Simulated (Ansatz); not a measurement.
**CH₃Ga+ (doublet): from Hartree-Fock to the top rungs, cc-pVDZ**

An exercise on one series of results from a longer session: the logs are not shown, and one member is left open.

The runs use Ansatz 0.2.0, Gaussian basis; cc-pVDZ, core rule «outside noble gas», up to 15 orbitals frozen.

To be run: UHF; CCSD(T) on ROHF; CCSD(T) on UHF; BCCD(T) on ROHF; CISD; CCSDT(Q) on ROHF; CCSDT(Q) on UHF.

7 further runs of the same task are left out: 4 for a known fault of the program, 3 set aside as unsound or not needed.

### The geometry

The geometry is a PBE0/def2-TZVP stationary point (not a proven minimum) of the parent state, kept for this charge and spin. No spin-orbit coupling is included. The filled d shell of Ga may be among the frozen orbitals whatever the setting's name suggests; the logs give the count.

5 atoms, charge 1, spin multiplicity 2.

Atoms are counted from 1 here; the program's logs count them from 0.

Bond lengths: C1–Ga2 2.035 Å, C1–H3 1.097 Å, C1–H4 1.097 Å, C1–H5 1.097 Å. Angles: Ga2–C1–H3 111.3°, Ga2–C1–H4 111.3°, Ga2–C1–H5 111.3°, H3–C1–H4 107.6°, H3–C1–H5 107.6°, H4–C1–H5 107.6°.

The first run:

in.yaml reads:

```yaml
crystal:
  periodic: [false, false, false]
  atoms:
    - {symbol: C, position_ang: [-1.659818, -0.017478, -0.000395]}
    - {symbol: Ga, position_ang: [0.375183, 0.003951, 0.000089]}
    - {symbol: H, position_ang: [-2.068843, 0.999956, 0.001262]}
    - {symbol: H, position_ang: [-2.052900, -0.534005, 0.883440]}
    - {symbol: H, position_ang: [-2.052511, -0.530967, -0.886170]}
basis:
  gaussian: {orbitals: cc-pVDZ}
total_charge: 1
magnetization: {spin_polarized: true, initial_magnetization: 1}
hamiltonian: {xc: hf}
output: {orbitals: {seedname: orbitals}}
```

Run with:

```
$ ansatz run in.yaml --threads 1 --pin off --events-out ev --progress --plain --max-ram 4096MiB --backend cpu
```

Steps of the session up to this table: UHF; CCSD(T) on ROHF; CCSD(T) on UHF; BCCD(T) on ROHF; CISD; CCSDT(Q) on ROHF; CCSDT(Q) on UHF.

One table of the session follows, with a row left open; its other results are not shown here.

```
   method  from UCCSDT(Q) (kJ/mol)
     ROHF                   +549.7
      UHF                        ?
     RMP2                    +86.2
     UMP2                    +90.1
    RCCSD                    +18.0
    UCCSD                    +15.9
 RCCSD(T)                     +3.2
 UCCSD(T)                     +2.5
  BCCD(T)                     +3.2
   RCCSDT                     +1.5
   UCCSDT                     +0.7
RCCSDT(Q)                     +0.7
UCCSDT(Q)                        0
```

Q: Estimate the row for UHF from the others.

As computed: from UCCSDT(Q) (kJ/mol): +528.5. In the column «from UCCSDT(Q) (kJ/mol)» it lies between UMP2 (+90.1) and ROHF (+549.7).

Not comparable, so not listed: CISD (they don't share determinant, frozen orbitals or solution with the rows shown, or repeat one).

To keep in mind: Restricted and unrestricted rows rest on different reference determinants; where their highest levels disagree by more than a few hundredths of an eV, they describe different states and don't form one ladder.
